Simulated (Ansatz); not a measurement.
**BClGeH4: a relaxed scan of the dihedral angle Cl1–B2–Ge3–H5**

Aim: the energy along the dihedral angle Cl1–B2–Ge3–H5, from CCSD(T) and from cheaper methods, relative to the minimum. At each value the rest of the molecule is relaxed at PBE0-D4 with the four atoms held in place.

Method: single points in def2-TZVPP; program: Ansatz 0.2.0, Gaussian basis.

Levels: PBE-D4, r2SCAN-D4, PBE0-D4, B3LYP-D4, wB97M-V, Hartree-Fock, MP2, CCSD, CCSD(T). The scan takes -53.4, -36.3, -19.2, -2.0, 15.1, 32.3, 49.4°.

Correlated methods freeze the cores. Filled d shells of the heavier atoms are correlated. B3LYP uses VWN-RPA correlation.

28 further runs of the same task are left out: 28 set aside as unsound or not needed.

### 1 Starting geometry

The minimum, relaxed at PBE0-D4: SMILES `Cl[BH][GeH3]`, 7 atoms, charge 0, spin multiplicity 1.

Atoms are counted from 1 here; the program's logs count them from 0.

Bond lengths: Cl1–B2 1.738 Å, B2–Ge3 2.066 Å, B2–H4 1.193 Å, Ge3–H5 1.539 Å, Ge3–H6 1.539 Å, Ge3–H7 1.537 Å. Angles: Cl1–B2–Ge3 119.4°, Cl1–B2–H4 116.1°, Ge3–B2–H4 124.5°, B2–Ge3–H5 109.7°, B2–Ge3–H6 109.9°, B2–Ge3–H7 112.6°, H5–Ge3–H6 107.5°, H5–Ge3–H7 108.4°, H6–Ge3–H7 108.5°.

Coordinates:

| atom | x (Å) | y (Å) | z (Å) |
| --- | --- | --- | --- |
| Cl1 | -1.9760 | -1.5239 | 0.0668 |
| B2 | -0.2809 | -1.1579 | 0.1805 |
| Ge3 | 0.3596 | 0.7832 | -0.1175 |
| H4 | 0.4394 | -2.0754 | 0.4300 |
| H5 | -0.0280 | 1.2470 | -1.5333 |
| H6 | -0.3338 | 1.7240 | 0.8840 |
| H7 | 1.8810 | 0.9350 | 0.0438 |

Energies of the minimum (eV), from earlier single points: PBE-D4 -69768.25192, r2SCAN-D4 -69781.67983, PBE0-D4 -69771.03397, B3LYP-D4 -69785.41668, wB97M-V -69778.75589, CCSD(T) -69729.99673.

At the minimum the dihedral angle Cl1–B2–Ge3–H5 is -60.2°.

### 2 Cl1–B2–Ge3–H5 = -53.4°

File relax/in.yaml:

```yaml
crystal:
  periodic: [false, false, false]
  atoms:
    - {symbol: Cl, position_ang: [-1.975996, -1.523879, 0.066785]}
    - {symbol: B, position_ang: [-0.280894, -1.157897, 0.180494]}
    - {symbol: Ge, position_ang: [0.359580, 0.783236, -0.117538]}
    - {symbol: H, position_ang: [0.439379, -2.075382, 0.430030]}
    - {symbol: H, position_ang: [-0.172793, 1.305365, -1.464190]}
    - {symbol: H, position_ang: [-0.201132, 1.696091, 0.987516]}
    - {symbol: H, position_ang: [1.892091, 0.906074, -0.120513]}
basis:
  gaussian: {orbitals: def2-TZVP}
hamiltonian: {xc: pbe0, dispersion: d4}
relax: {f_tol: 0.005, max_steps: 200, constraints: [{sites: [0, 1, 2, 4]}]}
```

The command line of these runs was not kept.

Further steps of the session: Cl1–B2–Ge3–H5 = -36.3°; Cl1–B2–Ge3–H5 = -19.2°; Cl1–B2–Ge3–H5 = -2.0°; Cl1–B2–Ge3–H5 = 15.1°; Cl1–B2–Ge3–H5 = 32.3°; Cl1–B2–Ge3–H5 = 49.4°.

What does the calculation give? Wanted: highest point, CCSD(T); lowest point, CCSD(T); RMS deviation from CCSD(T); largest T1 diagnostic.

**Answer**, as computed:

| quantity | value |
| --- | --- |
| highest point, CCSD(T) | 0.0 kJ/mol at -60.2° |
| lowest point, CCSD(T) | -0.5 kJ/mol at -2.0° |
| RMS deviation from CCSD(T) | PBE-D4 0.0, r2SCAN-D4 0.1, PBE0-D4 0.0, B3LYP-D4 0.0, wB97M-V 0.0, Hartree-Fock 0.2, MP2 0.0, CCSD 0.0 kJ/mol |
| largest T1 diagnostic | 0.013 |

**Reading.** Over the points sampled the torsion costs at most 0.5 kJ/mol, so the group turns almost freely at room temperature. Best along the scan: MP2. Worst: Hartree-Fock.
